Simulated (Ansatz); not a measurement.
What does this script print? It uses Ansatz 0.2.0 through its Python package.

The script reads `input.yaml`:
```yaml
crystal:
  periodic: [false, false, false]
  atoms:
    - { symbol: C, position_ang: [-1.0812, 0.9994, 1.2379] }
    - { symbol: O, position_ang: [0.1214, 0.4487, 1.4365] }
    - { symbol: Al, position_ang: [0.3121, -0.9687, 0.2531] }
    - { symbol: C, position_ang: [1.2036, -0.6519, -1.5408] }
    - { symbol: Cl, position_ang: [1.5288, 1.0528, -1.7452] }
    - { symbol: H, position_ang: [-1.213, 1.4731, 0.1944] }
    - { symbol: H, position_ang: [-1.9283, 0.3287, 1.4357] }
    - { symbol: H, position_ang: [-1.2038, 1.9087, 1.9265] }
    - { symbol: H, position_ang: [-0.1132, -2.4196, 0.7389] }
    - { symbol: H, position_ang: [2.0537, -1.2682, -1.6238] }
    - { symbol: H, position_ang: [0.3852, -0.9601, -2.2926] }
basis:
  gaussian: { orbitals: cc-pVDZ }
hamiltonian:
  xc: hf
output:
  forces: true
```

`c2h6alclo_deck.py`:
```python
'''C2H6AlClO through the session interface.'''

import ansatz as az
import numpy as np

session = az.Session.from_deck('input.yaml')
r = session.plan(threads=1).execute().report

for key in ('converged', 'free_energy_ev', 'reference_energy_ev', 'n_frozen', 'n_occupied', 'n_virtual'):
    print(f'{key:22s} {r[key]}')
symbols = ['C', 'O', 'Al', 'C', 'Cl', 'H', 'H', 'H', 'H', 'H', 'H']

print('forces (eV/A)')
for symbol, f in zip(symbols, r['forces_ev_ang']):
    print(f'  {symbol:2s} {f[0]:9.4f} {f[1]:9.4f} {f[2]:9.4f}')
charges = r['charge_distribution']
dipole = np.array(charges['dipole_moment_e_ang']) * 4.803205
print('dipole (D): {:.3f} {:.3f} {:.3f}, length {:.3f}'.format(*dipole, np.linalg.norm(dipole)))
print('atom  Mulliken   Lowdin')
for symbol, m, l in zip(symbols, charges['mulliken_charges_e'], charges['lowdin_charges_e']):
    print(f'{symbol:4s} {m:9.3f} {l:8.3f}')
```

```console
$ python c2h6alclo_deck.py
converged              True
free_energy_ev         -23279.73233328241
reference_energy_ev    -23279.73233328241
n_frozen               0
n_occupied             [28, 28]
n_virtual              [80, 80]
forces (eV/A)
  C    -2.1368    3.9068   -0.1358
  O     1.9613   -3.2318   -1.6501
  Al    0.8096    1.3257    1.2812
  C    -3.9092   -0.8349    0.4947
  Cl    0.5636    1.0431   -0.4195
  H     0.0548   -0.8551    1.1339
  H    -0.1378   -0.0202   -0.0495
  H    -0.0758   -1.3038   -0.7759
  H    -0.0950    0.1762   -0.1044
  H     1.2782   -0.5705   -0.5894
  H     1.6872    0.3644    0.8148
dipole (D): -1.091 -2.553 -1.080, length 2.979
atom  Mulliken   Lowdin
C        0.142   -0.087
O       -0.640    0.031
Al       0.890    0.129
C       -0.326   -0.229
Cl      -0.134    0.217
H        0.002    0.004
H        0.005   -0.010
H        0.035    0.001
H       -0.161   -0.088
H        0.090   -0.007
H        0.098    0.039
```

Total energies depend on the basis set; only differences at equal settings carry meaning. The geometry is a force-field or estimated start, not a minimum of this method, and the basis set is short of its limit. The Löwdin charges here are taken after orthogonalising the functions within each atom; they differ from plain Löwdin charges, and their signs can be unphysical. Wall time of the script: 2.6 s on 1 thread of Arm Neoverse V1, with other jobs on the host, peak memory 0.25 GiB.
